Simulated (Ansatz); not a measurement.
# FGeH₅OSSi: one species, many methods

An exercise on one series of results from a longer session: the logs are not shown, and one member is left open.

Method: functionals in def2-TZVPP, the program's frozen cores in correlated methods; program: Ansatz 0.2.0, Gaussian basis.

Levels to be run: PBE-D4, r2SCAN-D4, PBE0-D4, B3LYP-D4, ωB97X-V, ωB97M-V, B2PLYP; CCSD(T)/def2-TZVPP; MP2/def2-QZVPP; extrapolation to the limit.

## The geometry

The geometry comes from an earlier relaxation with PBE0-D4 in a triple-zeta def2 set; it is a stationary point, not always the lowest conformer.

SMILES `O[SiH](F)[S][GeH3]`, 10 atoms, charge 0, spin multiplicity 1.

Atoms are counted from 1 here; the program's logs count them from 0.

Bond lengths: O1–Si2 1.634 Å, O1–H6 0.959 Å, Si2–F3 1.598 Å, Si2–S4 2.097 Å, Si2–H7 1.476 Å, S4–Ge5 2.241 Å, Ge5–H8 1.533 Å, Ge5–H9 1.534 Å, Ge5–H10 1.532 Å. Angles: Si2–O1–H6 117.9°, O1–Si2–F3 107.4°, O1–Si2–S4 108.4°, O1–Si2–H7 113.5°, F3–Si2–S4 112.4°, F3–Si2–H7 106.0°, S4–Si2–H7 109.2°, Si2–S4–Ge5 98.4°, S4–Ge5–H8 109.7°, S4–Ge5–H9 104.0°, S4–Ge5–H10 109.7°, H8–Ge5–H9 110.9°, H8–Ge5–H10 111.4°, H9–Ge5–H10 110.9°.

Geometry (Å):

```
O    -0.2739    1.1086    1.2485
Si   -0.5541   -0.5004    1.3103
F    -2.0698   -0.7381    0.8646
S     0.8113   -1.4599    0.0399
Ge    0.8182    0.0384   -1.6270
H    -0.9695    1.6968    1.5490
H    -0.4344   -1.0672    2.6677
H    -0.6143    0.5055   -1.9081
H     1.3843   -0.7378   -2.8228
H     1.7274    1.2146   -1.2587
```

The first run:

in.yaml

```yaml
crystal:
  periodic: [false, false, false]
  atoms:
    - {symbol: O, position_ang: [-0.273883, 1.108552, 1.248489]}
    - {symbol: Si, position_ang: [-0.554061, -0.500366, 1.310269]}
    - {symbol: F, position_ang: [-2.069836, -0.738058, 0.864611]}
    - {symbol: S, position_ang: [0.811267, -1.459862, 0.039865]}
    - {symbol: Ge, position_ang: [0.818204, 0.038442, -1.627029]}
    - {symbol: H, position_ang: [-0.969544, 1.696751, 1.549035]}
    - {symbol: H, position_ang: [-0.434382, -1.067172, 2.667749]}
    - {symbol: H, position_ang: [-0.614255, 0.505529, -1.908103]}
    - {symbol: H, position_ang: [1.384278, -0.737831, -2.822783]}
    - {symbol: H, position_ang: [1.727411, 1.214615, -1.258704]}
basis:
  gaussian: {orbitals: def2-TZVPP}
hamiltonian: {xc: pbe, dispersion: d4}
output: {forces: true, orbitals: {seedname: orbitals}}
```

Command:

```sh
$ ansatz run in.yaml --threads 4 --pin off --events-out ev --progress --plain --max-ram 10444MiB
```

Steps of the session up to this table: PBE-D4 (GGA); r2SCAN-D4 (meta-GGA); PBE0-D4 (hybrid); B3LYP-D4 (hybrid); ωB97X-V (range-separated); ωB97M-V (range-separated); B2PLYP (double hybrid); CCSD(T) in def2-TZVPP; MP2 in def2-QZVPP.

One table of the session follows, with a row left open; its other results are not shown here.

| method | atomisation energy (kcal/mol) |
| --- | --- |
| PBE-D4 | 806.0 |
| r2SCAN-D4 | 807.7 |
| PBE0-D4 | ? |
| B3LYP-D4 | 797.4 |
| ωB97X-V | 810.9 |
| ωB97M-V | 806.0 |
| B2PLYP | 791.9 |
| HF/def2-TZVPP | 582.1 |
| MP2/def2-TZVPP | 801.6 |
| CCSD/def2-TZVPP | 775.3 |
| CCSD(T)/def2-TZVPP | 787.5 |
| MP2/CBS | 825.1 |
| CCSD(T)/CBS | 811.0 |

Estimate the missing values for PBE0-D4.

As computed: atomisation energy (kcal/mol): 793.8. In the column «atomisation energy (kcal/mol)» it lies between B2PLYP (791.9) and B3LYP-D4 (797.4).
